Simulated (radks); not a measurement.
# Ionisation of Sc⁺: one atom, several choices of relativity

The task here is to estimate one member of a computed series from the others.

Method: Kohn-Sham, PBE, spin-unpolarised, spherical densities. Code: radks (a radial shooting solver on a logarithmic mesh, Libxc functionals) version 1.

### The atom as given

```
element       : scandium (Z = 21)
charge        : +1
electrons     : 20
configuration : [Ar] 3d1 4s1
ion           : Sc²⁺, [Ar] 3d1
choices       : non-relativistic; scalar-relativistic; Dirac, 2j+1 shares; Dirac, low j first; scalar-relativistic, finite nucleus; Dirac, 2j+1 shares, finite nucleus; Dirac, c × 5; Dirac, c × 0.75; Dirac, c × 1.5
```

The first run:

Input:

```text
Z 21
configuration [Ar] 3d1 4s1
relativity non-relativistic
functional pbe,pbe
spin unpolarised
nucleus point
```

Steps of the session up to this table: non-relativistic: Sc⁺.

One table of the session follows, with a row left open; its other results are not shown here.

It belongs to the step «non-relativistic: Sc⁺». Sizes of the orbitals, from the radial functions (bohr):

| level | <r> | outermost maximum (interpolated) | 90 % within | nodes |
| --- | --- | --- | --- | --- |
| 1s | ? | ? | ? | ? |
| 2s | 0.3460 | 0.286 | 0.538 | 1 |
| 2p | 0.3086 | 0.233 | 0.508 | 0 |
| 3s | 1.081 | 0.933 | 1.62 | 2 |
| 3p | 1.169 | 0.970 | 1.80 | 1 |
| 3d | 1.687 | 1.09 | 2.95 | 0 |
| 4s | 3.386 | 2.94 | 4.99 | 3 |

**Question.** Estimate the row for 1s.

**Answer.** <r>: 0.07360; outermost maximum (interpolated): 0.0484; 90 % within: 0.131; nodes: 0. In the column «<r>» it is the lowest.

To keep in mind: Spin polarisation and multiplet splitting of open shells are left out at every level.
